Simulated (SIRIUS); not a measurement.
# Bi2Te3 (Tellurobismuthite) (R-3m) in SIRIUS: notebook

One crystal, Bi2Te3 (Tellurobismuthite), is run at these levels: LDA, PBEsol; tasks: band structure.

Program: SIRIUS 7.12.0. These are calculated values, not measurements. Logs are shortened: lines on timing, memory, paths and dates and some standing lists are left out, and cuts for length are marked. The log counts tension as positive stress, the text compression.

**What was measured.**

From “Vacancy and Antisite-Induced Ferromagnetism in Liquid-Phase Exfoliated Bi2Te3”, 2024, arxiv:2412.10539, for a bulk crystal of Bi2Te3: band gap 0.17 eV.

The runs below are set against these values where they give the same quantity.

## Step 1: The crystal as given

Symmetry: R-3m, No. 166, trigonal system. Conventional cell: a = 4.386 Å, b = 4.386 Å, c = 30.497 Å, α = 90.00°, β = 90.00°, γ = 120.00°. Bi (site symmetry 3m) has 6 Te at 3.07 to 3.25 Å as nearest neighbours. Around Te (site symmetry 3m) lie 3 Bi at 3.07 Å. Te (site symmetry -3m) is surrounded by 6 Bi at 3.25 Å.

## Step 2: Band structure, LDA

The input, sirius.json:

```json
{
  "control": {
    "processing_unit": "cpu",
    "std_evp_solver_name": "lapack",
    "gen_evp_solver_name": "lapack",
    "verbosity": 2,
    "print_forces": true,
    "ortho_rf": true,
    "use_second_variation": true,
    "rmt_max": 3.0,
    "num_bands_to_print": 24,
    "save_wf": true
  },
  "parameters": {
    "electronic_structure_method": "full_potential_lapwlo",
    "xc_functionals": ["XC_LDA_X", "XC_LDA_C_PW"],
    "core_relativity": "dirac",
    "valence_relativity": "iora",
    "num_fv_states": 81,
    "smearing": "fermi_dirac",
    "smearing_width": 0.0018374661,
    "pw_cutoff": 20,
    "gk_cutoff": 3.4,
    "lmax_apw": 11,
    "lmax_rho": 8,
    "lmax_pot": 8,
    "num_mag_dims": 0,
    "auto_rmt": 0,
    "ngridk": [7, 7, 7],
    "shiftk": [0, 0, 0],
    "num_dft_iter": 80,
    "energy_tol": 1e-07,
    "density_tol": 1e-05,
    "use_symmetry": true
  },
  "settings": {"tol_ne": 1e-10},
  "iterative_solver": {"type": "exact"},
  "mixer": {"type": "anderson", "beta": 0.5, "max_history": 8},
  "unit_cell": {
    "lattice_vectors": [
      [4.1441693913, 2.3926373136, 19.2103258743],
      [-4.1441693913, 2.3926373136, 19.2103258743],
      [0.0, -4.7852746273, 19.2103258743]
    ],
    "atom_types": ["Bi", "Te"],
    "atom_files": {"Bi": "Bi.json", "Te": "Te.json"},
    "atoms": {
      "Bi": [[0.6, 0.6, 0.6], [0.4, 0.4, 0.4]],
      "Te": [[0.7905, 0.7905, 0.7905], [0.2095, 0.2095, 0.2095], [0.0, 0.0, 0.0]]
    }
  }
}
```

The input, Bi.json:

```json
{
  "name": "bismuth",
  "symbol": "Bi",
  "number": 83,
  "mass": 208.9804,
  "rmin": 1e-06,
  "rmt": 2.65,
[... 30 lines left out ...]
    {"l": 1, "basis": [{"enu": 0.1, "dme": 0, "n": 0, "auto": 0}, {"enu": 2.7201, "dme": 0, "n": 0, "auto": 0}]},
    {"l": 2, "basis": [{"enu": 0.1, "dme": 0, "n": 0, "auto": 0}, {"enu": 0.1, "dme": 1, "n": 0, "auto": 0}]},
    {
      "l": 2,
      "basis": [{"enu": -0.7265, "dme": 0, "n": 5, "auto": 1}, {"enu": -0.7265, "dme": 1, "n": 5, "auto": 1}]
    },
    {"l": 2, "basis": [{"enu": -0.7265, "dme": 1, "n": 5, "auto": 1}, {"enu": 0.1, "dme": 0, "n": 0, "auto": 0}]},
    {"l": 2, "basis": [{"enu": 0.1, "dme": 0, "n": 0, "auto": 0}, {"enu": 3.0619, "dme": 0, "n": 0, "auto": 0}]},
    {"l": 3, "basis": [{"enu": 0.1, "dme": 0, "n": 0, "auto": 0}, {"enu": 0.1, "dme": 1, "n": 0, "auto": 0}]},
    {
      "l": 3,
      "basis": [{"enu": -5.3629, "dme": 0, "n": 4, "auto": 1}, {"enu": -5.3629, "dme": 1, "n": 4, "auto": 1}]
    },
    {"l": 3, "basis": [{"enu": -5.3629, "dme": 1, "n": 4, "auto": 1}, {"enu": 0.1, "dme": 0, "n": 0, "auto": 0}]},
    {"l": 3, "basis": [{"enu": 0.1, "dme": 0, "n": 0, "auto": 0}, {"enu": 3.4037, "dme": 0, "n": 0, "auto": 0}]},
    {"l": 4, "basis": [{"enu": 0.1, "dme": 0, "n": 0, "auto": 0}, {"enu": 0.1, "dme": 1, "n": 0, "auto": 0}]},
    {"l": 4, "basis": [{"enu": 0.1, "dme": 0, "n": 0, "auto": 0}, {"enu": 2.8341, "dme": 0, "n": 0, "auto": 0}]}
  ],
  "free_atom": [... radial grid and density of the free atom, the start of the SCF ...]
}
```

The input, Te.json:

```json
{
  "name": "tellurium",
  "symbol": "Te",
  "number": 52,
  "mass": 127.6,
  "rmin": 1e-06,
  "rmt": 2.54,
  "nrmt": 800,
  "rinf": 14.28,
  "core": "1s2s2p3s3p3d",
  "valence": [
[... 22 lines left out ...]
    },
    {"l": 1, "basis": [{"enu": 0.1, "dme": 0, "n": 0, "auto": 0}, {"enu": 0.1, "dme": 1, "n": 0, "auto": 0}]},
    {
      "l": 1,
      "basis": [{"enu": -3.866, "dme": 0, "n": 4, "auto": 1}, {"enu": -3.866, "dme": 1, "n": 4, "auto": 1}]
    },
    {"l": 1, "basis": [{"enu": -3.866, "dme": 1, "n": 4, "auto": 1}, {"enu": 0.1, "dme": 0, "n": 0, "auto": 0}]},
    {"l": 1, "basis": [{"enu": 0.1, "dme": 0, "n": 0, "auto": 0}, {"enu": 2.952, "dme": 0, "n": 0, "auto": 0}]},
    {"l": 2, "basis": [{"enu": 0.1, "dme": 0, "n": 0, "auto": 0}, {"enu": 0.1, "dme": 1, "n": 0, "auto": 0}]},
    {
      "l": 2,
      "basis": [{"enu": -1.2102, "dme": 0, "n": 4, "auto": 1}, {"enu": -1.2102, "dme": 1, "n": 4, "auto": 1}]
    },
    {"l": 2, "basis": [{"enu": -1.2102, "dme": 1, "n": 4, "auto": 1}, {"enu": 0.1, "dme": 0, "n": 0, "auto": 0}]},
    {"l": 2, "basis": [{"enu": 0.1, "dme": 0, "n": 0, "auto": 0}, {"enu": 3.324, "dme": 0, "n": 0, "auto": 0}]},
    {"l": 3, "basis": [{"enu": 0.1, "dme": 0, "n": 0, "auto": 0}, {"enu": 0.1, "dme": 1, "n": 0, "auto": 0}]},
    {"l": 3, "basis": [{"enu": 0.1, "dme": 0, "n": 0, "auto": 0}, {"enu": 2.797, "dme": 0, "n": 0, "auto": 0}]}
  ],
  "free_atom": [... radial grid and density of the free atom, the start of the SCF ...]
}
```

The input, sirius_start.json:

```json
{
  "control": {
    "processing_unit": "cpu",
    "std_evp_solver_name": "lapack",
    "gen_evp_solver_name": "lapack",
    "verbosity": 1,
    "print_forces": false,
    "ortho_rf": true,
    "use_second_variation": true,
    "rmt_max": 3.0,
    "num_bands_to_print": 24,
    "save_wf": false
  },
  "parameters": {
    "electronic_structure_method": "full_potential_lapwlo",
    "xc_functionals": ["XC_LDA_X", "XC_LDA_C_PW"],
    "core_relativity": "dirac",
    "valence_relativity": "iora",
    "num_fv_states": 81,
    "smearing": "fermi_dirac",
    "smearing_width": 0.0055123983,
    "pw_cutoff": 20,
    "gk_cutoff": 2.72,
    "lmax_apw": 11,
    "lmax_rho": 8,
    "lmax_pot": 8,
    "num_mag_dims": 0,
    "auto_rmt": 0,
    "ngridk": [3, 3, 3],
    "shiftk": [0, 0, 0],
    "num_dft_iter": 30,
    "energy_tol": 0.01,
    "density_tol": 0.05,
    "use_symmetry": true
  },
  "settings": {"tol_ne": 1e-10},
  "iterative_solver": {"type": "exact"},
  "mixer": {"type": "anderson", "beta": 0.5, "max_history": 8},
  "unit_cell": {
    "lattice_vectors": [
      [4.1441693913, 2.3926373136, 19.2103258743],
      [-4.1441693913, 2.3926373136, 19.2103258743],
      [0.0, -4.7852746273, 19.2103258743]
    ],
    "atom_types": ["Bi", "Te"],
    "atom_files": {"Bi": "Bi.json", "Te": "Te.json"},
    "atoms": {
      "Bi": [[0.6, 0.6, 0.6], [0.4, 0.4, 0.4]],
      "Te": [[0.7905, 0.7905, 0.7905], [0.2095, 0.2095, 0.2095], [0.0, 0.0, 0.0]]
    }
  }
}
```

The input, sirius_bands.json:

```json
{
  "control": {
    "processing_unit": "cpu",
    "std_evp_solver_name": "lapack",
    "gen_evp_solver_name": "lapack",
    "verbosity": 2,
    "print_forces": true,
    "ortho_rf": true,
    "use_second_variation": true,
    "rmt_max": 3.0,
    "num_bands_to_print": 24,
    "save_wf": true
  },
  "parameters": {
    "electronic_structure_method": "full_potential_lapwlo",
    "xc_functionals": ["XC_LDA_X", "XC_LDA_C_PW"],
    "core_relativity": "dirac",
    "valence_relativity": "iora",
    "num_fv_states": 81,
    "smearing": "fermi_dirac",
    "smearing_width": 0.0018374661,
    "pw_cutoff": 20,
    "gk_cutoff": 3.4,
    "lmax_apw": 11,
    "lmax_rho": 8,
    "lmax_pot": 8,
    "num_mag_dims": 0,
    "auto_rmt": 0,
    "ngridk": [7, 7, 7],
    "shiftk": [0, 0, 0],
    "num_dft_iter": 80,
    "energy_tol": 1e-07,
    "density_tol": 1e-05,
    "use_symmetry": true
  },
  "settings": {"tol_ne": 1e-10},
  "iterative_solver": {"type": "exact"},
  "mixer": {"type": "anderson", "beta": 0.5, "max_history": 8},
  "unit_cell": {
    "lattice_vectors": [
      [4.1441693913, 2.3926373136, 19.2103258743],
      [-4.1441693913, 2.3926373136, 19.2103258743],
      [0.0, -4.7852746273, 19.2103258743]
    ],
    "atom_types": ["Bi", "Te"],
    "atom_files": {"Bi": "Bi.json", "Te": "Te.json"},
    "atoms": {
      "Bi": [[0.6, 0.6, 0.6], [0.4, 0.4, 0.4]],
      "Te": [[0.7905, 0.7905, 0.7905], [0.2095, 0.2095, 0.2095], [0.0, 0.0, 0.0]]
    }
  },
  "kpoints_rel": {
    "G": [0.0, 0.0, 0.0],
    "B": [0.8229916075, 0.5, 0.1770083925],
    "B1": [0.5, 0.1770083925, -0.1770083925],
    "F": [0.5, 0.5, 0.0],
    "L": [0.5, 0.0, 0.0],
    "P": [0.8229916075, 0.3385041962, 0.3385041962],
    "P1": [0.6614958038, 0.6614958038, 0.1770083925],
    "Q": [0.6614958038, 0.3385041962, 0.0],
    "X": [0.3385041962, 0.0, -0.3385041962],
    "Z": [0.5, 0.5, 0.5]
  },
  "kpoints_path": ["G", "L", "B1"]
}
```

Potentials or basis: all-electron FP-LAPW, apw+lo standard.

On the command line:

```bash
OMP_NUM_THREADS=1 sirius.scf --input=sirius_start.json --output=start.json
OMP_NUM_THREADS=1 sirius.scf --input=sirius.json --output=output.json --task=1
OMP_NUM_THREADS=1 sirius.scf --input=sirius_bands.json --output=bands_out.json --task=2
```

The log of the run:

```text
[info] SIRIUS version : 7.12.0
[info] number of MPI ranks           : 1
[info] MPI grid                      : 1 1
[info] maximum number of OMP threads : 1
[fft] FFT context for density and potential
[fft] =====================================
[fft]   plane wave cutoff                     : 20
[fft]   grid size                             : 135 135 135   total : 2460375
[fft]   grid limits                           : -67 67   -67 67   -67 67
[fft]   number of G-vectors within the cutoff : 154473
[fft]   number of G-shells                    : 13996
[fft] FFT context for coarse grid
[fft] =====================================
[fft]   plane wave cutoff                     : 6.8
[fft]   grid size                             : 45 45 45   total : 91125
[fft]   grid limits                           : -22 22   -22 22   -22 22
[fft]   number of G-vectors within the cutoff : 6023
[fft]   number of G-shells                    : 638
[unit cell] lattice vectors
[unit cell]   a1 :       4.1441693913      2.3926373136     19.2103258743
[unit cell]   a2 :      -4.1441693913      2.3926373136     19.2103258743
[unit cell]   a3 :       0.0000000000     -4.7852746273     19.2103258743
[unit cell] reciprocal lattice vectors
[unit cell]   b1 :       0.7580753480      0.4376750062      0.1090244443
[unit cell]   b2 :      -0.7580753480      0.4376750062      0.1090244443
[unit cell]   b3 :       0.0000000000     -0.8753500125      0.1090244443
[unit cell] unit cell volume :      1142.87926251 [a.u.^3]
[unit cell] 1/sqrt(omega)    :         0.02958011
[unit cell] MT volume        :       361.82954933 (31.66%)
[unit cell] IT volume        :       781.04971318 (68.34%)
[unit cell] number of atom types : 2
[unit cell] type id : 0 symbol : Bi mt_radius :   2.650000 num_atoms : 2
[unit cell] type id : 1 symbol : Te mt_radius :   2.540000 num_atoms : 3
[unit cell] total number of atoms : 5
[unit cell] number of symmetry classes : 3
[unit cell] atom id  type id  class id             position                      vector_field
[unit cell] ------------------------------------------------------------------------------------------
[unit cell]      0        0        0      0.60000   0.60000   0.60000      0.00000   0.00000   0.00000
[unit cell]      1        0        0      0.40000   0.40000   0.40000      0.00000   0.00000   0.00000
[unit cell]      2        1        1      0.79050   0.79050   0.79050      0.00000   0.00000   0.00000
[unit cell]      3        1        1      0.20950   0.20950   0.20950      0.00000   0.00000   0.00000
[unit cell]      4        1        2      0.00000   0.00000   0.00000      0.00000   0.00000   0.00000
[unit cell] atom id         position (Cartesian, a.u.)
[unit cell] ---------------------------------------------
[unit cell]      0       0.000000   -0.000000   34.578587
[... 547 lines left out ...]
[find] Free energy (E-TS)             :  -63512.90247935 (Ha), -127025.80495870 (Ry)
[find] band gap (eV)                  :       0.21142780
[find] Efermi                         :       0.19198747
[find] iteration : 8, RMS (target) : 9.9069e-06 (1.0000e-05) , energy difference (target) : -4.3590e-08 (1.0000e-07)
[find] converged after 9 SCF iterations!
Warning in function "check_num_electrons" at src/density/density.cpp:1179
wrong number of electrons
  obtained value : 322
  target value : 322
  difference : 5.84179e-05
  total core leakage : 4.72003e-05
    atom class : 0, core leakage : 2.36001e-05
    atom class : 1, core leakage : 8.02489e-12
    atom class : 2, core leakage : 8.25927e-12
[find] Charges and magnetic moments
[find] --------------------------------------------------------------------------------
[find] atom      charge    core leakage
[find] --------------------------------------------------------------------------------
[find]    0   80.728869    2.360015e-05
[find]    1   80.728869    2.360015e-05
[find]    2   49.737532    8.024888e-12
[find]    3   49.737532    8.024888e-12
[find]    4   49.789777    8.259273e-12
[find] total core leakage    : 4.72003220e-05
[find] interstitial charge   : 11.277362
[find] total charge          : 321.999942
[find] Energy
[find] --------------------------------------------------------------------------------
[find] valence_eval_sum               :    -336.81303391
[find] core_eval_sum                  :  -38787.94009495
[find] kinetic energy                 :   71968.37587826
[find] enuc                           :  -79502.27498664
[find] <rho|V^{XC}>                   :   -1706.01442465
[find] <rho|E^{XC}>                   :   -1285.44633682
[find] <mag|B^{XC}>                   :       0.00000000
[find] <rho|V^{H}>                    : -109387.11458247
[find] smearing (-TS)                 :      -0.00000998
[find] SCF correction                 :       0.00026706
[find] Total energy                   :  -63512.90246937 (Ha), -127025.80493875 (Ry)
[find] Free energy (E-TS)             :  -63512.90247935 (Ha), -127025.80495870 (Ry)
[find] band gap (eV)                  :       0.21142780
[find] Efermi                         :       0.19198747
[ground_state]
[ground_state] ==== total Forces in Ha/bohr =====
[ground_state] atom:    0, force:       0.0000000      0.0000000     -0.0014933
[ground_state] atom:    1, force:       0.0000000     -0.0000000      0.0014933
[ground_state] atom:    2, force:      -0.0000000      0.0000000     -0.0035928
[ground_state] atom:    3, force:       0.0000000     -0.0000000      0.0035928
[ground_state] atom:    4, force:       0.0000000      0.0000000      0.0000000
[ground_state] ==== contribution from density =====
[ground_state] atom:    0, force:       0.0000000     -0.0000000      0.1017518
[ground_state] atom:    1, force:       0.0000000      0.0000000     -0.1017518
[ground_state] atom:    2, force:       0.0000000      0.0000000     -0.1431802
[ground_state] atom:    3, force:      -0.0000000     -0.0000000      0.1431802
[ground_state] atom:    4, force:       0.0000000      0.0000000      0.0000000
[ground_state] ==== contribution from Hartree potential =====
[ground_state] atom:    0, force:       0.0000000      0.0000000     -0.0787528
[ground_state] atom:    1, force:       0.0000000     -0.0000000      0.0787528
[ground_state] atom:    2, force:       0.0000000     -0.0000000      0.2190389
[ground_state] atom:    3, force:       0.0000000      0.0000000     -0.2190389
[ground_state] atom:    4, force:       0.0000000      0.0000000      0.0000000
[ground_state] ==== contribution from IBS =====
[ground_state] atom:    0, force:       0.0000000      0.0000000     -0.0244923
[ground_state] atom:    1, force:       0.0000000     -0.0000000      0.0244923
[ground_state] atom:    2, force:      -0.0000000      0.0000000     -0.0794516
[ground_state] atom:    3, force:       0.0000000     -0.0000000      0.0794516
[ground_state] atom:    4, force:       0.0000000      0.0000000      0.0000000
```

Wall time 20 min (1 thread of Arm Neoverse V2, shared host); peak memory 2.1 GiB.

What came out:

```yaml
Free_energy: -1728274.1210 eV
Largest_force: 0.185 eV/Å
Band_gap_on_the_k_mesh: 0.21 eV, direct
Band_gap_along_the_path: 0.21 eV, direct
All_electrons_inside_the_program's_atomic_spheres: Bi 80.73; Te 49.74, 49.79 (radii Bi 2.65, Te 2.54 bohr)
```

Forces on the atoms (eV/Å):
```
Bi   0.000  0.000 -0.077
Bi   0.000  0.000  0.077
Te   0.000  0.000 -0.185
Te   0.000  0.000  0.185
Te   0.000  0.000  0.000
```

Levels at the corners of the path, in eV from the valence-band top:
| point | band 68 | band 69 | band 70 | band 71 | band 72 | band 73 | band 74 | band 75 |
| --- | --- | --- | --- | --- | --- | --- | --- | --- |
| Γ | -1.68 | -0.82 | -0.82 | 0.00 | 0.21 | 0.64 | 0.64 | 1.94 |
| L | -2.88 | -2.40 | -0.88 | -0.49 | 0.52 | 1.04 | 2.72 | 2.76 |
| B1 | -2.55 | -1.93 | -0.95 | -0.76 | 1.16 | 1.43 | 2.50 | 3.20 |

Caveat: spin-orbit coupling is left out, which as a rule narrows the gap of such compounds by several tenths of an eV.

## Step 3: Band structure, PBEsol

sirius.json: that of step 2 with these lines changed.

```diff
@@ -15,3 +15,3 @@
     "electronic_structure_method": "full_potential_lapwlo",
-    "xc_functionals": ["XC_LDA_X", "XC_LDA_C_PW"],
+    "xc_functionals": ["XC_GGA_X_PBE_SOL", "XC_GGA_C_PBE_SOL"],
     "core_relativity": "dirac",
```

Bi.json is that of step 2.

Te.json is that of step 2.

sirius_start.json is that of step 2.

sirius_bands.json: that of step 2 with these lines changed.

```diff
@@ -15,3 +15,3 @@
     "electronic_structure_method": "full_potential_lapwlo",
-    "xc_functionals": ["XC_LDA_X", "XC_LDA_C_PW"],
+    "xc_functionals": ["XC_GGA_X_PBE_SOL", "XC_GGA_C_PBE_SOL"],
     "core_relativity": "dirac",
```

Potentials or basis: all-electron FP-LAPW, apw+lo standard.

On the command line:

```bash
OMP_NUM_THREADS=1 sirius.scf --input=sirius_start.json --output=start.json
OMP_NUM_THREADS=1 sirius.scf --input=sirius.json --output=output.json --task=1
OMP_NUM_THREADS=1 sirius.scf --input=sirius_bands.json --output=bands_out.json --task=2
```

It took 25 min on 1 thread of Arm Neoverse V2, shared host; peak memory 2.1 GiB.

It converged, with:

```yaml
Free_energy: -1728812.0362 eV
Largest_force: 0.110 eV/Å
Band_gap_on_the_k_mesh: 0.24 eV, direct
Band_gap_along_the_path: 0.24 eV, direct
All_electrons_inside_the_program's_atomic_spheres: Bi 80.71; Te 49.72, 49.77 (radii Bi 2.65, Te 2.54 bohr)
```

Forces in eV/Å, atoms in the order of the input:
```
Bi   0.000  0.000 -0.040
Bi   0.000  0.000  0.040
Te   0.000  0.000 -0.110
Te   0.000  0.000  0.110
Te   0.000  0.000  0.000
```

Levels at the corners of the path, in eV from the valence-band top:
```
point  band 67  band 68  band 69  band 70  band 71  band 72  band 73  band 74  band 75  band 76
    Γ    -1.69    -1.69    -0.85    -0.85     0.00     0.24     0.65     0.65     1.95     2.11
    L    -3.15    -2.90    -2.42    -0.90    -0.50     0.54     1.05     2.74     2.74     3.27
   B1    -3.46    -2.56    -1.95    -0.97    -0.77     1.18     1.44     2.52     3.23     4.20
```

Caveat: spin-orbit coupling is left out, which as a rule narrows the gap of such compounds by several tenths of an eV.

## Step 4: Against experiment

Step 2. A measured gap of Bi2Te3 is 0.17 eV (quoted in “Vacancy and Antisite-Induced Ferromagnetism in Liquid-Phase Exfoliated Bi2Te3”, 2024, arxiv:2412.10539); the calculated 0.21 eV misses it by +0.04 eV. Spin-orbit coupling on Bi, Te is left out. The value is that of LDA, without temperature or zero-point motion.

Step 3. Against the measured gap of Bi2Te3, 0.17 eV (quoted in “Vacancy and Antisite-Induced Ferromagnetism in Liquid-Phase Exfoliated Bi2Te3”, 2024, arxiv:2412.10539), the calculated 0.24 eV is off by +0.07 eV. Spin-orbit coupling on Bi, Te is left out. The value is that of PBEsol, without temperature or zero-point motion.
